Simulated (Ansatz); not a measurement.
**C2H6FNSi: up Jacob's ladder to CCSD(T)**

The task here is to estimate one member of a computed series from the others.

Computed with Ansatz 0.2.0, Gaussian basis. Level: functionals in def2-TZVPP, the program's frozen cores in correlated methods.

Levels to be run: PBE-D4, r2SCAN-D4, PBE0-D4, B3LYP-D4, ωB97X-V, ωB97M-V, B2PLYP; CCSD(T)/def2-TZVPP; MP2/def2-QZVPP; extrapolation to the limit.

### Structure used throughout

An earlier PBE0-D4 in a triple-zeta def2 set relaxation fixed the geometry.

SMILES `FC1NC[SiH2]1`, 11 atoms, charge 0, spin multiplicity 1.

Atoms are counted from 1 here; the program's logs count them from 0.

Bond lengths: F1–C2 1.419 Å, C2–N3 1.415 Å, C2–Si5 1.910 Å, C2–H6 1.090 Å, N3–C4 1.470 Å, N3–H7 1.013 Å, C4–Si5 1.898 Å, C4–H8 1.091 Å, C4–H9 1.096 Å, Si5–H10 1.485 Å, Si5–H11 1.485 Å. Angles: F1–C2–N3 113.1°, F1–C2–Si5 110.6°, F1–C2–H6 105.2°, N3–C2–Si5 85.7°, N3–C2–H6 114.4°, Si5–C2–H6 127.0°, C2–N3–C4 106.7°, C2–N3–H7 118.9°, C4–N3–H7 119.9°, N3–C4–Si5 84.6°, N3–C4–H8 113.0°, N3–C4–H9 114.7°, Si5–C4–H8 118.8°, Si5–C4–H9 114.5°, H8–C4–H9 109.5°, C2–Si5–C4 74.9°, C2–Si5–H10 115.2°, C2–Si5–H11 118.3° and more.

Set-up of the first run:

in.yaml reads:

```yaml
crystal:
  periodic: [false, false, false]
  atoms:
    - {symbol: F, position_ang: [-1.179633, 1.715057, 0.277046]}
    - {symbol: C, position_ang: [0.112726, 1.160513, 0.084958]}
    - {symbol: N, position_ang: [0.420791, 0.136419, 1.010802]}
    - {symbol: C, position_ang: [-0.116474, -1.113209, 0.454131]}
    - {symbol: Si, position_ang: [0.058750, -0.233941, -1.218444]}
    - {symbol: H, position_ang: [0.795448, 2.010303, 0.108490]}
    - {symbol: H, position_ang: [0.329287, 0.328047, 2.000996]}
    - {symbol: H, position_ang: [0.514555, -1.978780, 0.662146]}
    - {symbol: H, position_ang: [-1.149404, -1.336232, 0.744473]}
    - {symbol: H, position_ang: [1.343684, -0.499126, -1.913808]}
    - {symbol: H, position_ang: [-1.064331, -0.246051, -2.190088]}
basis:
  gaussian: {orbitals: def2-TZVPP}
hamiltonian: {xc: pbe, dispersion: d4}
output: {forces: true, orbitals: {seedname: orbitals}}
```

Run with:

```
$ ansatz run in.yaml --threads 4 --pin off --events-out ev --progress --plain --max-ram 10444MiB
```

Among the steps run: PBE-D4 (GGA); r2SCAN-D4 (meta-GGA); PBE0-D4 (hybrid); B3LYP-D4 (hybrid); ωB97X-V (range-separated); ωB97M-V (range-separated); B2PLYP (double hybrid); CCSD(T) in def2-TZVPP; MP2 in def2-QZVPP.

One of the session's tables, all rows but one given; the rest of the session is left out.

```
            method  atomisation energy (kJ/mol)
            PBE-D4                            ?
         r2SCAN-D4                       3978.2
           PBE0-D4                       3994.7
          B3LYP-D4                       3979.3
           ωB97X-V                       4006.7
           ωB97M-V                       3997.8
            B2PLYP                       3929.5
     HF/def2-TZVPP                       2784.6
    MP2/def2-TZVPP                       3921.3
   CCSD/def2-TZVPP                       3790.3
CCSD(T)/def2-TZVPP                       3855.4
           MP2/CBS                       4037.7
       CCSD(T)/CBS                       3971.9
```

Q: Estimate the row for PBE-D4 from the others.

**Answer.** atomisation energy (kJ/mol): 4082.0. In the column «atomisation energy (kJ/mol)» it is the highest.

Limits of these values: Free atoms (1 F, 2 C, 1 N, 1 Si, 6 H) were run apart at each level; the atomisation energy is their sum less the molecule, without zero-point or spin-orbit terms.
